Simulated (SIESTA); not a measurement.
# NbRu3C under changes of volume

One of the cells (13.704 Å³/atom); the others are scaled copies at fixed shape and fractional positions:

```
CELL_PARAMETERS angstrom
4.09206 0.00000 0.00000
0.00000 4.09206 0.00000
0.00000 0.00000 4.09206
ATOMIC_POSITIONS crystal
Ru 0.50000 0.50000 0.00000
Ru 0.50000 0.00000 0.50000
Ru 0.00000 0.50000 0.50000
Nb 0.00000 0.00000 0.00000
C 0.50000 0.50000 0.50000
```

The cell comes from a database or a generator and needn't be the stable form of this composition.

- Program: SIESTA 5.4.2
- Functional: PBEsol
- Potentials or basis: PseudoDojo 0.4 standard (PBEsol files)
- Basis: DZP (energy shift 0.003 Ry; two zetas on semicore shells)
- Grid cutoff: 800 Ry
- Energy shift: 0.003 Ry
- k mesh: 7 × 7 × 7
- Occupations: fermi-dirac, width 0.05 eV
- Spin: no spin polarisation

```tsv
volume (Å³/atom)	energy over the lowest point (meV/atom)	pressure (GPa)
12.629	15.38	11.7
12.898	1.91	4.5
13.167	0.00	-1.9
13.704	25.49	-12.6
13.973	50.87	-17.4
14.242	?	?
```

Q: What does the run at 14.242 Å³/atom give?

A: Energy over the lowest point 83.66 meV/atom; pressure -21.4 GPa.

Worked out: A Birch-Murnaghan fit of order 3 (a polynomial in V^(-2/3)) to the other rows has its minimum at 13.08 Å³/atom with B0 = V·E''(V) = 307 GPa and B' = 4.8. It gives 83.39 meV/atom at 14.242 Å³/atom, against the run's 83.66, and -dE/dV = -21.3 GPa, against -21.4.

Energies are extrapolated to zero smearing.

Caveats: the basis of atomic orbitals isn't converged, which shifts pressures, moduli and gaps.
